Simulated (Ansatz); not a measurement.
# SiTe2: a single-point run

The task is a single-point run on SiTe2. The structure is shown as the input types it. The cell is built on a prototype (CdCl2 type) and needn't be the phase found in nature.

Program: Ansatz 0.2.0. Level of theory: density functional or hybrid calculation with the settings of its input, plane waves (as first typed). These are calculated values, not measurements.

5 further runs of the same task are left out: 2 for a known fault of the program, 3 that didn't finish.

## Step 1: The system as given

The structure is trigonal, space group R-3m (No. 166). Conventional cell: a = 3.775 Å, b = 3.775 Å, c = 20.638 Å, α = 90.00°, β = 90.00°, γ = 120.00°. Si (site symmetry -3m) is surrounded by 6 Te at 2.71 Å. Te (site symmetry 3m) has 3 Si at 2.71 Å as nearest neighbours.

As a file:

```
CELL_PARAMETERS angstrom
1.88769 1.08986 6.87919
-1.88769 1.08986 6.87919
0.00000 -2.17972 6.87919
ATOMIC_POSITIONS crystal
Si 0.00000 0.00000 0.00000
Te 0.25520 0.25520 0.25520
Te 0.74480 0.74480 0.74480
```

## Step 2: Input and run

input.yaml reads:

```yaml
crystal:
  lattice:
    - [1.8876949122, 1.0898611657, 6.8791869006]
    - [-1.8876949122, 1.0898611657, 6.8791869006]
    - [0.0, -2.1797223314, 6.8791869006]
  atoms:
    - { symbol: Si, position: [0.0, 0.0, 0.0] }
    - { symbol: Te, position: [0.2551965251, 0.2551965251, 0.2551965251] }
    - { symbol: Te, position: [0.7448034749, 0.7448034749, 0.7448034749] }
kpoints:
  mp_grid: { grid: [6, 6, 6] }
hamiltonian:
  xc: r2scan
scf:
  occupations: { method: fermi_dirac, width: 0.02 }
  n_extra_bands: 4
  max_iter: 2
output:
  forces: true
  stress: true
  eigenvalues: true
```

Started as:

```bash
ansatz run input.yaml --threads 4 --pin off --max-ram 3686MiB --backend cpu --events-out ev --progress --plain --runs-dir out
```

**Question.** How will this run end, and is anything wrong with its input?

No self-consistency after 2 cycles. The density residual dr2 fell from 0.0156 to 8.1e-4 eV (threshold 1.0e-7) and was still falling. Nothing that it prints is a result.

Look at the input: scf.max_iter is 2. The cap on SCF cycles is too low for this system: the loop was cut off before the input and output densities agreed.

What to do: delete scf.max_iter (the default then holds).
